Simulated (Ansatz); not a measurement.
**C2H3NSi: single points off equilibrium**

The task here is to estimate one member of a computed series from the others.

Computed with Ansatz 0.2.0, Gaussian basis. Level: single points in def2-TZVPP.

Correlated methods freeze the cores.

## Where the work starts

SMILES `N#CC=[SiH2]`, 7 atoms, charge 0, spin multiplicity 1.

Atoms are counted from 1 here; the program's logs count them from 0.

Bond lengths: N1–C2 1.132 Å, C2–C3 1.426 Å, C3–Si4 1.875 Å, C3–H5 1.014 Å, Si4–H6 1.587 Å, Si4–H7 1.499 Å. Angles: N1–C2–C3 168.3°, C2–C3–Si4 127.8°, C2–C3–H5 118.8°, Si4–C3–H5 113.2°, C3–Si4–H6 119.5°, C3–Si4–H7 126.8°, H6–Si4–H7 111.8°.

Coordinates:

```xyz
7

N     1.1119   -2.3749    0.8621
C     0.8922   -1.2652    0.8214
C     0.5048    0.0709    0.5077
Si   -0.6895    0.6407   -0.8213
H     0.8413    0.8274    1.0935
H    -1.0068    2.1877   -0.9748
H    -1.6836   -0.2067   -1.5572
```

The first run:

run/in.yaml reads:

```yaml
crystal:
  periodic: [false, false, false]
  atoms:
    - {symbol: N, position_ang: [1.111900, -2.374900, 0.862100]}
    - {symbol: C, position_ang: [0.892200, -1.265200, 0.821400]}
    - {symbol: C, position_ang: [0.504800, 0.070900, 0.507700]}
    - {symbol: Si, position_ang: [-0.689500, 0.640700, -0.821300]}
    - {symbol: H, position_ang: [0.841300, 0.827400, 1.093500]}
    - {symbol: H, position_ang: [-1.006800, 2.187700, -0.974800]}
    - {symbol: H, position_ang: [-1.683600, -0.206700, -1.557200]}
basis:
  gaussian: {orbitals: def2-TZVPP}
correlation: {method: ccsd_t}
output: {forces: true}
```

The command line of these runs was not kept.

Steps of the session up to this table: CCSD(T)/def2-TZVPP; PBE0-D4/def2-TZVPP; wB97M-V/def2-TZVPP; r2SCAN-D4/def2-TZVPP; PBE-D4/def2-TZVPP; revPBE-D4/def2-TZVPP; r2SCAN0-D4/def2-TZVPP.

One table of the session follows, with a row left open; its other results are not shown here.

| method | RMS force component (eV/Å) | angle to CCSD(T) forces (°) | dipole (D) |
| --- | --- | --- | --- |
| CCSD(T) | 1.972 | reference | 4.72 |
| PBE0-D4 | 1.857 | 10.2 | 5.15 |
| wB97M-V | ? | ? | ? |
| r2SCAN-D4 | 1.958 | 6.9 | 4.97 |
| PBE-D4 | 2.144 | 7.3 | 4.80 |
| revPBE-D4 | 2.188 | 7.5 | 4.75 |
| r2SCAN0-D4 | 1.763 | 14.4 | 5.26 |

Estimate the missing values for wB97M-V.

As computed: RMS force component (eV/Å): 1.785; angle to CCSD(T) forces (°): 15.1; dipole (D): 5.32. In the column «RMS force component (eV/Å)» it lies between r2SCAN0-D4 (1.763) and PBE0-D4 (1.857).
